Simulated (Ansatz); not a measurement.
# LaRe (CsCl type): equation of state

The task here is to estimate one member of a computed series from the others.

Program: Ansatz 0.2.0. Level of theory: DFT r²SCAN, scalar-relativistic, plane waves, PAW. These are calculated values, not measurements.

## The structure to begin with

Symmetry: Pm-3m, No. 221, cubic system. The conventional cell has a = 3.573 Å, b = 3.573 Å, c = 3.573 Å, α = 90.00°, β = 90.00°, γ = 90.00°. La (site symmetry m-3m) has 8 Re at 3.09 Å in its first shell of neighbours. Re (site symmetry m-3m) is surrounded by 8 La at 3.09 Å.

Coordinates:

```cif
data_structure
_symmetry_space_group_name_H-M 'Pm-3m'
_symmetry_Int_Tables_number 221
_cell_length_a 3.5733
_cell_length_b 3.5733
_cell_length_c 3.5733
_cell_angle_alpha 90.000
_cell_angle_beta 90.000
_cell_angle_gamma 90.000
_cell_volume 45.63
loop_
_atom_site_label
_atom_site_type_symbol
_atom_site_symmetry_multiplicity
_atom_site_Wyckoff_symbol
_atom_site_fract_x
_atom_site_fract_y
_atom_site_fract_z
_atom_site_occupancy
La1 La 1 a 0.00000 0.00000 0.00000 1
Re1 Re 1 b 0.50000 0.50000 0.50000 1
```

This cell comes from an earlier session at r²SCAN: 22.814 Å³/atom at 0.00 GPa, on a 10×10×10 mesh.

Volume factors to run: 0.980, 1.020, 0.960, 1.040, 1.070.

The first run:

File input.yaml:

```yaml
crystal:
  lattice:
    - [3.5493643098, 0.0, 0.0]
    - [0.0, 3.5493643098, 0.0]
    - [0.0, 0.0, 3.5493643098]
  atoms:
    - { symbol: La, position: [0.0, 0.0, 0.0] }
    - { symbol: Re, position: [0.5, 0.5, 0.5] }
basis:
  ecutwfc: 500
  ecutrho_ratio: 4
kpoints:
  mp_grid: { grid: [10, 10, 10] }
hamiltonian:
  xc: r2scan
scf:
  occupations: { method: gaussian, width: 0.05 }
output:
  forces: true
  stress: true
  eigenvalues: true
```

Command:

```bash
> ansatz run input.yaml --threads 2 --pin off --max-ram 2662MiB --backend cpu --events-out ev --progress --plain --runs-dir out
```

Among the steps run: At 0.980 of the relaxed volume; At 1.020 of the relaxed volume; At 0.960 of the relaxed volume; Scaling the volume by 1.040; Volume × 1.070.

One table of the session follows, with a row left open; its other results are not shown here.

It belongs to the step «The fit». 

| volume (Å³/atom) | energy (meV/atom) | pressure (GPa) |
| --- | --- | --- |
| 21.901 | 11.79 | 4.31 |
| 22.357 | 2.77 | 2.04 |
| 22.814 | 0.00 | 0.00 |
| 23.270 | ? | ? |
| 23.726 | 10.16 | -3.39 |
| 24.411 | 29.20 | -5.50 |

Estimate the missing values for volume (Å³/atom) = 23.270.

Worked estimate for «energy (meV/atom)». A straight line through the neighbours (22.814, 0.00) and (23.726, 10.16) gives 0.00 + (10.16 − 0.00) × (23.270 − 22.814) / (23.726 − 22.814) = 5.08; a parabola fitted to 4 rows on both sides gives 2.79.

As computed: energy (meV/atom): 2.67; pressure (GPa): -1.80. In «energy (meV/atom)» the line misses by +2.41 and the parabola by +0.12.
